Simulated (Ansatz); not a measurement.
Run this with the Python package of Ansatz (0.2.0) and show what comes out.

Input file `c2h6geo.xyz`:
```text
10

C    -1.05660    0.94360   -0.65280
C    -0.00830    0.25500   -0.53080
O     0.87520    0.18400   -1.59110
Ge    0.38540   -0.71530    1.08960
H    -1.28810    1.52730   -1.59850
H    -1.83120    1.06570    0.13470
H     1.77430   -0.37570   -1.49170
H    -0.37940   -2.07430    1.00890
H    -0.22380    0.09800    2.34410
H     1.83570   -0.95940    1.29040
```

`energy_c2h6geo.py`
```python
"""Single point of C2H6GeO."""

import json
import warnings

import ansatz as az
import numpy as np

warnings.simplefilter("ignore", az.DeckWarning)

c2h6geo = az.Crystal.molecule_from_extxyz("c2h6geo.xyz")

calculation = (
    c2h6geo.calculation()
    .basis(gaussian="6-31G*")
    .functional("HF")
    .forces()
)
trace = []
result = calculation.session().plan().execute(on_event=trace.append)
summary = result.report
for event in trace:
    if event["event"] == "mean_field_evaluation" and event["data"]["evaluation"] <= 25:
        print("pass {evaluation:3d}  E = {energy_ev:.6f} eV  gradient {gradient_ev:.1e}".format(**event["data"]))

for key in ("converged", "free_energy_ev", "reference_energy_ev", "n_frozen", "n_occupied", "n_virtual"):
    print(f"{key:22s} {summary[key]}")

symbols = [site.symbol for site in c2h6geo.cartesian_sites]
forces = np.array(summary["forces_ev_ang"])
print("largest force", round(float(np.linalg.norm(forces, axis=1).max()), 4), "eV/A, rms", round(float(np.sqrt((forces ** 2).mean())), 4))

charges = summary["charge_distribution"]
dipole = np.array(charges["dipole_moment_e_ang"]) * 4.803205
print("dipole (D): {:.3f} {:.3f} {:.3f}, length {:.3f}".format(*dipole, np.linalg.norm(dipole)))
print("atom  Mulliken   Lowdin")
for symbol, m, l in zip(symbols, charges["mulliken_charges_e"], charges["lowdin_charges_e"]):
    print(f"{symbol:4s} {m:9.3f} {l:8.3f}")
with open("c2h6geo.json", "w") as handle:
    json.dump({k: summary[k] for k in ("free_energy_ev", "reference_energy_ev", "n_occupied", "n_virtual")}, handle, indent=1)
```

```console
$ python energy_c2h6geo.py
pass   1  E = -60653.905991 eV  gradient 3.1e+01
pass   2  E = -60653.948563 eV  gradient 3.1e+01
pass   3  E = -60656.000501 eV  gradient 1.5e+01
pass   4  E = -60656.401257 eV  gradient 3.6e+00
pass   5  E = -60656.439081 eV  gradient 1.0e+00
pass   6  E = -60656.441797 eV  gradient 2.5e-01
pass   7  E = -60656.442073 eV  gradient 2.4e-01
pass   8  E = -60656.442414 eV  gradient 3.5e-04
pass   9  E = -60656.442414 eV  gradient 5.1e-04
pass  10  E = -60656.442414 eV  gradient 2.4e-05
pass  11  E = -60656.442414 eV  gradient 2.5e-05
converged              True
free_energy_ev         -60656.442413894976
reference_energy_ev    -60656.442413894976
n_frozen               0
n_occupied             [29, 29]
n_virtual              [63, 63]
largest force 6.8547 eV/A, rms 2.0767
dipole (D): 1.119 -0.804 0.815, length 1.601
atom  Mulliken   Lowdin
C       -0.471   -0.276
C        0.360   -0.097
O       -0.768   -0.287
Ge       0.182    0.087
H        0.185    0.142
H        0.185    0.157
H        0.454    0.351
H       -0.043   -0.028
H       -0.057   -0.031
H       -0.027   -0.019
```

It writes `c2h6geo.json`:
```json
{
 "free_energy_ev": -60656.442413894976,
 "reference_energy_ev": -60656.442413894976,
 "n_occupied": [
  29,
  29
 ],
 "n_virtual": [
  63,
  63
 ]
}
```

Reading the output:
- Total energies depend on the basis set; only differences at equal settings carry meaning.
- The geometry is a force-field or estimated start, not a minimum of this method, and the basis set is short of its limit.
- The Löwdin charges here are taken after orthogonalising the functions within each atom; they differ from plain Löwdin charges, and their signs can be unphysical.
- Early passes use coarser integrals and grids, so their energies can't be compared with the last.
- Hardware and time: 2.9 s on 1 thread of Arm Neoverse V1, with other jobs on the host, peak memory 0.24 GiB.

(A comment or docstring line of the script was reworded after the run, the code is as it ran; lines on the test bed's own set-up are left out of the output.)
